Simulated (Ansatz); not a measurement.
# GeHO (quartet): from Hartree-Fock to the top rungs at distance Ge1–O2 = 1.855 Å, cc-pVTZ

One table from this session's results is given with a row withheld; the runs are named, their logs left out.

The runs use Ansatz 0.2.0, Gaussian basis; cc-pVTZ, core rule «outside noble gas», up to 15 orbitals frozen.

The runs, in order: UHF; CCSD(T) on ROHF; CCSD(T) on UHF; BCCD(T) on ROHF; CISD; CCSDT(Q) on ROHF; CCSDT(Q) on UHF; CASSCF and MRCISD+Q, 5 electrons in 5 orbitals; CASSCF and NEVPT2, 5 electrons in 5 orbitals.

4 further runs of the same task are left out: 4 for a known fault of the program.

**The geometry**

The geometry derives from a PBE0/def2-TZVP stationary point (not a proven minimum). One bond is set to the value named and the two fragments are kept rigid. No spin-orbit coupling is included. The filled d shell of Ge may be among the frozen orbitals whatever the setting's name suggests; the logs give the count.

3 atoms, charge 0, spin multiplicity 4.

Atoms are counted from 1 here; the program's logs count them from 0.

Bond lengths: Ge1–O2 1.855 Å, Ge1–H3 1.563 Å. Angles: O2–Ge1–H3 114.5°.

The first run:

Input file in.yaml:

```yaml
crystal:
  periodic: [false, false, false]
  atoms:
    - {symbol: Ge, position_ang: [0.000000, -0.037540, 0.321995]}
    - {symbol: O, position_ang: [0.000000, 0.086176, -1.528961]}
    - {symbol: H, position_ang: [0.000000, 1.337542, 1.064259]}
basis:
  gaussian: {orbitals: cc-pVTZ}
magnetization: {spin_polarized: true, initial_magnetization: 3}
hamiltonian: {xc: hf}
output: {orbitals: {seedname: orbitals}}
```

Started as:

```bash
ansatz run in.yaml --threads 1 --pin off --events-out ev --progress --plain --max-ram 5632MiB --backend cpu
```

Steps of the session up to this table: UHF; CCSD(T) on ROHF; CCSD(T) on UHF; BCCD(T) on ROHF; CISD; CCSDT(Q) on ROHF; CCSDT(Q) on UHF; CASSCF and MRCISD+Q, 5 electrons in 5 orbitals; CASSCF and NEVPT2, 5 electrons in 5 orbitals.

One of the session's tables, all rows but one given; the rest of the session is left out.

```
       method  from UCCSDT(Q) (meV)
         ROHF               +8332.6
          UHF               +8099.3
         RMP2               +1000.9
         UMP2                +998.7
        RCCSD                +338.7
        UCCSD                +319.3
     RCCSD(T)                 +60.1
     UCCSD(T)                 +47.4
      BCCD(T)                 +60.3
       RCCSDT                 +28.8
       UCCSDT                 +14.9
    RCCSDT(Q)                 +16.7
    UCCSDT(Q)                     0
  CASSCF pair                     ?
  MRCISD pair                +765.6
MRCISD+Q pair                +172.4
```

Q: Estimate the row for CASSCF pair from the others.

**Answer.** from UCCSDT(Q) (meV): +7713.6. In the column «from UCCSDT(Q) (meV)» it lies between RMP2 (+1000.9) and UHF (+8099.3).

Not comparable, so not listed: CISD; CASSCF and NEVPT2, 5 electrons in 5 orbitals (they don't share determinant, frozen orbitals or solution with the rows shown, or repeat one).

Caveats from the session: Restricted and unrestricted rows rest on different reference determinants; where their highest levels disagree by more than a few hundredths of an eV, they describe different states and don't form one ladder. Warnings in the runs' records: passed over end.
